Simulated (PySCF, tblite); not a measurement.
# C8H16N2: geometry, infrared bands and NMR shifts

What infrared bands and NMR shifts should C8H16N2 (`CCC/C(=N/NC)C1CC1`) show?

The runs use tblite 0.8.0 and PySCF 2.14.0, with density-fitted response routines of our own; the level of theory stands in each step. All values are computed, except where a source is named. Atoms are numbered from 0 throughout.

### Step 1. Starting geometry

26 atoms, charge 0, multiplicity 1; geometry from: force field or distance geometry start.

Bonds of the start (Å): C0–C1 1.55, C1–C2 1.47, C2–C3 1.53, C3–N4 1.29, N4–N5 1.39, N5–C6 1.46, C3–C7 1.44, C7–C8 1.45, C8–C9 1.52, C9–C7 1.53, C0–H10 1.11, C0–H11 1.10, C0–H12 1.09, C1–H13 1.08, C1–H14 1.11, C2–H15 1.12, C2–H16 1.08, N5–H17 1.07, C6–H18 1.12, C6–H19 1.08, C6–H20 1.13, C7–H21 1.13, C8–H22 1.08, C8–H23 1.13, C9–H24 1.09, C9–H25 1.10.

### Step 2. Relaxing the molecule with GFN2-xTB

Job settings and geometry (Å):

```
{"job": {"kind": "relax", "xc": "GFN2-xTB", "basis": "xTB"}, "charge": 0, "multiplicity": 1}
C      3.794400    -0.604800    -0.214200
C      2.449300    -0.150700     0.398800
C      1.406300    -0.670500    -0.493900
C      0.028500    -0.277800     0.028900
N     -0.705300    -1.292900     0.357400
N     -1.984200    -1.076400     0.849900
C     -3.197400    -1.264200     0.065900
C     -0.290400     1.121800     0.146700
C     -1.507900     1.780200     0.572000
C     -1.277500     1.612900    -0.916200
H      3.555800    -1.568900    -0.714300
H      4.031900     0.169400    -0.965100
H      4.526800    -0.716100     0.588600
H      2.412400     0.926000     0.478300
H      2.320000    -0.573800     1.416700
H      1.479700    -0.093300    -1.451800
H      1.438000    -1.721700    -0.753900
H     -2.026500    -0.766300     1.869900
H     -2.949900    -1.891700    -0.824200
H     -3.644100    -0.342200    -0.284100
H     -3.931300    -1.879100     0.659100
H      0.631100     1.768100     0.249200
H     -2.432100     1.383900     0.957400
H     -1.389200     2.857400     0.887300
H     -1.865500     0.832700    -1.389800
H     -0.894100     2.460700    -1.505400
```

Started as:

```
> OMP_NUM_THREADS=1 python probes_run.py task.json out
```

This one command runs all jobs of the session in turn.

**Question.** This job is followed by: GFN2-xTB harmonic vibrations, gas phase; GIAO PBE0/pcSseg-1 NMR shielding, non-relativistic, gas phase. What will the session give for the following? strongest single infrared mode (GFN2-xTB); zero-point energy (GFN2-xTB); 13C shifts against TMS (PBE0/pcSseg-1, means over atoms taken as alike); 1H shifts against TMS (PBE0/pcSseg-1, means over atoms taken as alike); 15N shifts against NH3 (PBE0/pcSseg-1).

**Answer**, as computed:

| quantity | value |
| --- | --- |
| strongest single infrared mode (GFN2-xTB) | 2897 cm⁻¹, 86 km/mol |
| zero-point energy (GFN2-xTB) | 143.5 kcal/mol |
| 13C shifts against TMS (PBE0/pcSseg-1, means over atoms taken as alike) | 142.6, 44.4, 40.9, 26.0, 16.9, 9.6, 5.9 ppm |
| 1H shifts against TMS (PBE0/pcSseg-1, means over atoms taken as alike) | 4.85, 3.24, 2.03, 1.55, 1.02, 0.96, 0.69, 0.32 ppm |
| 15N shifts against NH3 (PBE0/pcSseg-1) | 381.0, 124.4 ppm |

**Reading.** Over 290 steps the energy fell by 1.755 eV; of the close pairs, C1–C2 changed most, 1.468 to 1.531 Å. All 72 modes are real, so the xTB geometry is a minimum. The strongest single mode, at 2897 cm⁻¹, moves mainly H19. Unscaled tight-binding wavenumbers are off by several per cent, some by more. Its intensities can rank the bands wrongly. At PBE0/pcSseg-1: The largest span, 522 ppm, is at N4, where the paramagnetic term is -439 ppm.
